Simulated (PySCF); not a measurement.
# EuH3O3 (Eu(OH)3): the cost of one run

Method: B3LYP, Eu lcecp-1-SVP with ECP52, O def2-SVP, H def2-SVP; scalar-relativistic core potentials, no spin–orbit coupling; program: PySCF 2.14.0.

2 further runs of the same task are left out: 1 for a known fault of the program, 1 that didn't finish.

## 1. The system as given

7 atoms, charge 0, spin multiplicity 1.

Bond lengths: Eu1–O2 2.187 Å, Eu1–O4 2.187 Å, Eu1–O6 2.187 Å, O2–H3 0.966 Å, O4–H5 0.966 Å, O6–H7 0.966 Å. Angles: O2–Eu1–O4 120.0°, O2–Eu1–O6 120.0°, O4–Eu1–O6 120.0°, Eu1–O2–H3 158.7°, Eu1–O4–H5 158.7°, Eu1–O6–H7 158.7°.

Coordinates:

```xyz
7
charge 0, multiplicity 1
Eu    0.0000    0.0000    0.0000
O     2.1868    0.0000    0.0000
H     3.0868    0.0000    0.3500
O    -1.0934    1.8938    0.0000
H    -1.5434    2.6732    0.3500
O    -1.0934   -1.8938    0.0000
H    -1.5434   -2.6732    0.3500
```

Formal oxidation states: Eu +3. Each metal's 6 4f electrons lie in its core potential, so multiplicities, spins and levels count the valence alone.

## 2. SCF at the start, singlet

Input file run.py (the lines that set the calculation):

```python
mol = gto.M(atom='''
Eu     0.00000     0.00000     0.00000
O      2.18680     0.00000     0.00000
H      3.08680     0.00000     0.35000
O     -1.09340     1.89380     0.00000
H     -1.54340     2.67320     0.35000
O     -1.09340    -1.89380     0.00000
H     -1.54340    -2.67320     0.35000''',
    basis={'Eu': 'lcecp-1-SVP', 'O': 'def2-SVP', 'H': 'def2-SVP'},
    ecp={'Eu': 'lcecp-1-SVP'},
    charge=0, spin=0)
mf = dft.RKS(mol, xc='B3LYP')
mf.grids.atom_grid = (50, 194)  # f atoms: unpruned, at least (60, 302)
mf = mf.density_fit()  # fitting sets: Eu AutoAux, O def2-universal-JKFIT, H def2-universal-JKFIT
mf.conv_tol = 1e-08; mf.max_cycle = 55
mf.kernel(dm0)  # dm0: free metal ions and neutral atoms
```

Launch:

```sh
$ OMP_NUM_THREADS=2 python run.py
```

Q: Estimate wall time and peak memory on 2 threads of AMD EPYC (Zen 3), shared host.

About 11 s, with a peak of 0.51 GiB.
